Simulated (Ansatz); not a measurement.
# BBr2Cl: the cost of one run

All numbers are computed with Ansatz 0.2.0, driven from Python. The levels of theory stand in the script.

## Step 1: Starting point

Bond lengths: Cl1–B2 1.881 Å, B2–Br3 1.977 Å, B2–Br4 1.962 Å. Angles: Cl1–B2–Br3 119.4°, Cl1–B2–Br4 122.6°, Br3–B2–Br4 118.0°.

No structure file is read: the coordinates are typed or built in the script.

## Step 2: Script

Input file methods_bbr2cl.py:

```python
# -*- coding: utf-8 -*-
"""BBr2Cl at several levels of theory."""

from pathlib import Path
import argparse

import ansatz as az
import numpy as np

parser = argparse.ArgumentParser(description="BBr2Cl at several levels of theory.")
parser.add_argument("--basis-set", required=True, help="basis")
args = parser.parse_args()

GEOMETRY = """
Cl   -0.17610   -1.79670    0.67760
B    -0.01340   -0.04660    0.00710
Br    1.33480    1.16960    0.78970
Br   -1.08980    0.61340   -1.49480
"""


def main():
    mol = az.Crystal.molecule()
    for line in GEOMETRY.strip().splitlines():
        symbol, *xyz = line.split()
        mol = mol.atom(symbol, [float(v) for v in xyz])

    model = (
        mol.calculation()
        .basis(gaussian=args.basis_set)
        .accuracy("medium")  # preset for grids and thresholds
    )

    print("functional    E (Ha)        dipole (D)   HOMO (eV)  LUMO (eV)")
    for name in ["pbe0", "hf", "cam_b3lyp", "revpbe", "r2scan"]:
        data = model.functional(name).forces().orbitals().run(threads=1, runs_dir="runs").report
        lines = Path(data["orbitals_path"]).read_text().splitlines()
        field_of = lambda key: [line.split("=")[1].strip() for line in lines if line.startswith(key)]
        orbitals = [(27.211386 * float(e), s, float(n)) for e, s, n in zip(field_of("Ene="), field_of("Spin="), field_of("Occup="))]
        homo = max(e for e, _, n in orbitals if n > 0.5)
        lumo = min(e for e, _, n in orbitals if n < 0.5)
        dipole = 4.803205 * np.linalg.norm(data["charge_distribution"]["dipole_moment_e_ang"])
        print(f"{name:10s} {data['free_energy_ev'] / 27.211386246:14.6f} {dipole:9.3f} {homo:11.3f} {lumo:10.3f}")


if __name__ == "__main__":
    main()
```

## Step 3: Launch

Launch:

```sh
$ python methods_bbr2cl.py --basis-set def2-SVP
```

**Question.** How long does this script take on 1 thread of Intel Xeon 6975P-C (Granite Rapids), shared host, and how much memory does it need?

About 12 s, with a peak of 0.33 GiB.
